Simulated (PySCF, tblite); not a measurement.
**C₅H₇FO₃: geometry, infrared bands and NMR shifts**

What infrared bands and NMR shifts should C₅H₇FO₃ (`C=C[C@@H]1OCO[C@H](F)O1`) show?

Programs: tblite 0.8.0 and PySCF 2.14.0, with density-fitted response routines of our own. Each step states its level of theory. These are calculated values for one molecule in the gas phase, unless marked as measured. Atoms are numbered from 0 throughout.

## (1) The starting structure

16 atoms, charge 0, multiplicity 1; geometry from: force field or distance geometry start.

Bonds of the start (Å): C0–C1 1.32, C1–C2 1.48, C2–O3 1.40, O3–C4 1.38, C4–O5 1.39, O5–C6 1.38, C6–F7 1.39, C6–O8 1.40, O8–C2 1.40, C0–H9 1.08, C0–H10 1.08, C1–H11 1.11, C2–H12 1.10, C4–H13 1.11, C4–H14 1.11, C6–H15 1.11.

## (2) Optimising the geometry with GFN2-xTB

Job settings and geometry (Å):

```
{"job": {"kind": "relax", "xc": "GFN2-xTB", "basis": "xTB"}, "charge": 0, "multiplicity": 1}
C      2.695600    -0.409500     0.172300
C      1.521600    -0.962100     0.400500
C      0.310000    -0.231500    -0.044500
O     -0.133600     0.669600     0.924800
C     -1.045900     1.519300     0.326800
O     -2.101300     0.767300    -0.185600
C     -1.976300    -0.572200     0.108500
F     -2.137900    -0.739400     1.478100
O     -0.747300    -1.129700    -0.256000
H      3.584400    -0.933200     0.505000
H      2.841900     0.537700    -0.324200
H      1.436700    -1.941500     0.924900
H      0.503100     0.311700    -0.981600
H     -1.386700     2.235000     1.106900
H     -0.566300     2.032200    -0.533600
H     -2.805700    -1.144900    -0.366100
```

The run is started by

```bash
OMP_NUM_THREADS=1 python probes_run.py task.json out
```

The driver reads the jobs from task.json and runs them one after another.

**Question.** This job is followed by: GFN2-xTB harmonic vibrations, gas phase; GIAO PBE0/pcSseg-1 NMR shielding, non-relativistic, gas phase. Predict these results of the whole session: strongest single infrared mode (GFN2-xTB); zero-point energy (GFN2-xTB); ¹³C shifts against TMS (PBE0/pcSseg-1); ¹H shifts against TMS (PBE0/pcSseg-1); ¹⁷O shifts against H2O (PBE0/pcSseg-1); ¹⁹F shifts against CFCl3 (PBE0/pcSseg-1).

As calculated:

```
                                 quantity                                         value
strongest single infrared mode (GFN2-xTB)                         1102 cm⁻¹, 232 km/mol
             zero-point energy (GFN2-xTB)                                 74.0 kcal/mol
   ¹³C shifts against TMS (PBE0/pcSseg-1)          146.7, 126.7, 116.8, 105.8, 91.4 ppm
    ¹H shifts against TMS (PBE0/pcSseg-1)  6.59, 6.30, 5.65, 5.63, 5.53, 5.48, 5.45 ppm
   ¹⁷O shifts against H2O (PBE0/pcSseg-1)                        140.8, 125.7, 99.2 ppm
 ¹⁹F shifts against CFCl3 (PBE0/pcSseg-1)                                     -82.9 ppm
```

In words: The optimisation took 117 steps and gained 0.326 eV; among the close pairs (by a distance rule), C6–O8 changed most, from 1.398 to 1.359 Å. No mode is imaginary among the 42: a minimum at this level. The strongest single mode, at 1102 cm⁻¹, has its largest shares on O5, C6, O8 and C2 (the list is cut at 4 atoms). Unscaled tight-binding wavenumbers are off by several per cent, some by more. Its intensities can rank the bands wrongly. C1 (alkene CH) lies farthest downfield among carbon, at 146.7 ppm; the olefinic region. H11 (hydrogen on an alkene CH) lies farthest downfield among hydrogen, at 6.59 ppm; attached to an sp2 carbon and in the plane of the double bond.
